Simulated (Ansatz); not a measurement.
**BrFH4Si2: single point in a Gaussian basis**

Aim: a single point in a Gaussian basis, for BrFH4Si2, run from a script. SMILES: F[SiH]([SiH3])Br.

Program: Ansatz 0.2.0 through its Python package. Level of theory: MP2/def2-TZVP. These are calculated values, not measurements.

## (1) The structure

Bond lengths: F1–Si2 1.557 Å, Si2–Si3 2.283 Å, Si2–Br4 2.173 Å, Si2–H5 1.498 Å, Si3–H6 1.523 Å, Si3–H7 1.516 Å, Si3–H8 1.436 Å. Angles: F1–Si2–Si3 109.2°, F1–Si2–Br4 111.3°, F1–Si2–H5 109.0°, Si3–Si2–Br4 109.9°, Si3–Si2–H5 111.1°, Br4–Si2–H5 106.2°, Si2–Si3–H6 110.8°, Si2–Si3–H7 111.8°, Si2–Si3–H8 114.2°, H6–Si3–H7 104.5°, H6–Si3–H8 106.9°, H7–Si3–H8 108.1°.

No structure file is read: the coordinates are typed or built in the script.

## (2) The script

energy_brfh4si2.py reads:

```python
# -*- coding: utf-8 -*-
"""Single point of BrFH4Si2."""

import json
import logging
import sys

import ansatz as az
import numpy as np

logging.basicConfig(stream=sys.stdout, format="[%(levelname)s] %(message)s")
log = logging.getLogger("calc")
log.setLevel(logging.INFO)

geometry_ang = [
    ("F", (-1.315, 1.7717, 0.2706)),
    ("Si", (-0.4316, 0.8398, -0.6103)),
    ("Si", (0.487, -0.7863, 0.7023)),
    ("Br", (-1.5921, -0.0654, -2.2085)),
    ("H", (0.6297, 1.6599, -1.2768)),
    ("H", (1.3681, -0.1744, 1.7841)),
    ("H", (1.4211, -1.684, -0.0852)),
    ("H", (-0.4749, -1.6184, 1.3679)),
]
system = az.Crystal.molecule()
for symbol, xyz in geometry_ang:
    system = system.atom(symbol, xyz)

setup = (
    system.calculation()
    .basis(gaussian="def2-TZVP")
    .correlation("mp2")
    .forces()
)
outcome = setup.run(threads=1)
r = outcome.report

log.info(f"E = {r['free_energy_ev']:.6f} eV = {r['free_energy_ev'] / 27.211386246:.7f} Ha")
print("converged:", r["converged"], " doubts:", r["published_state_doubts"] or "none")

parts = r["correlation"]
for name in ("random_phase", "coupled_cluster", "perturbative"):
    if name in parts:
        log.info(f"{name:16s} {parts[name]['energy']['hartree']:12.7f} Ha")
if "second_order" in parts:
    pair = parts["second_order"]
    log.info(f"MP2 same spin {pair['same_spin']['hartree']:.7f} Ha, opposite spin {pair['opposite_spin']['hartree']:.7f} Ha")

field = r["mean_field"]
print("<S^2> =", round(abs(field["state"]["spin_squared"]), 4), " all-electron relativity setting:", field["relativity"])
print("passes:", field["passes"])
if "symmetry" in field:
    print("occupied orbitals by irrep:", field["symmetry"]["occupied"])

symbols = [site.symbol for site in system.cartesian_sites]
log.info("forces (eV/A)")
for symbol, f in zip(symbols, r["forces_ev_ang"]):
    log.info(f"  {symbol:2s} {f[0]:9.4f} {f[1]:9.4f} {f[2]:9.4f}")

charges = r["charge_distribution"]
print("dipole moment", round(4.803205 * float(np.linalg.norm(charges["dipole_moment_e_ang"])), 3), "D")
print("Mulliken:", [(s, round(q, 3)) for s, q in zip(symbols, charges["mulliken_charges_e"])])
with open("brfh4si2.json", "w") as handle:
    json.dump({k: r[k] for k in ("free_energy_ev", "reference_energy_ev", "n_occupied", "n_virtual")}, handle, indent=1)
```

## (3) Running it

On the command line:

```console
$ python energy_brfh4si2.py
```

Without the output at hand: what should come out? Wanted: total energy; largest force; dipole moment.

The runs gave:

```
     quantity           value
 total energy  -88518.0127 eV
largest force      2.082 eV/Å
dipole moment          0.79 D
```

**Reading.** Forces reach 2.08 eV/Å, so the atoms aren't at rest. The geometry is a force-field or estimated start, not a minimum of this method, and the basis set is short of its limit. S² is that of the Hartree-Fock reference.
